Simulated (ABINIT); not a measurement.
MoSe3: single point with LDA-Teter

MoSe3:

```
CELL_PARAMETERS angstrom
4.38954 0.00000 0.00000
0.00000 4.38954 0.00000
0.00000 0.00000 4.41303
ATOMIC_POSITIONS crystal
Mo 0.00000 0.00000 0.00000
Se 0.00000 0.50000 0.50000
Se 0.50000 0.00000 0.50000
Se 0.50000 0.50000 0.00000
```

The cell was built by a generator and needn't be a form met in nature.

- Program: ABINIT 10.8.3 (patched build)
- Task: single point
- Functional: LDA-Teter
- Potentials or basis: JTH PAW LDA v2.0
- Cutoff: 408 eV
- k mesh: 4 × 4 × 4
- Occupations: fermi-dirac, width 0.05 eV
- Spin: spin-orbit coupling, no magnetisation

| Quantity | Value |
| --- | --- |
| Pressure | -15.1 GPa |
| Band gap on the k mesh | none (metal or under the smearing width) |
| Valence electrons inside the program's atomic spheres | Mo 11.09; Se 3.77 |

Stress tensor (GPa, compression positive):
```
-15.29   0.00   0.00
  0.00 -15.29   0.00
  0.00   0.00 -14.81
```

Levels at points of the mesh, in eV from the Fermi level:
```tsv
k point	band 29	band 30	band 31	band 32	band 33	band 34	band 35	band 36
(0.00, 0.00, 0.00)	-0.86	-0.86	-0.67	-0.67	-0.66	-0.66	-0.61	-0.61
(0.50, 0.00, 0.00)	-0.67	-0.67	-0.58	-0.58	-0.45	-0.45	-0.10	-0.10
(0.50, 0.50, 0.00)	-0.67	-0.67	-0.16	-0.16	0.05	0.05	1.08	1.08
(0.00, 0.00, 0.50)	-0.64	-0.64	-0.58	-0.58	-0.42	-0.42	-0.11	-0.11
(0.50, 0.00, 0.50)	-0.71	-0.71	-0.17	-0.17	0.04	0.04	1.03	1.03
(0.50, 0.50, 0.50)	0.07	0.07	0.08	0.08	0.09	0.09	0.92	0.92
```

It took 110 s on 1 thread of AMD EPYC 7R43 64-Core Processor (Zen 3), on a shared host, peak memory 0.12 GiB.

Caveat: so large a pressure means that the cell lies far from this level's equilibrium, or that cutoff or potentials fall short.
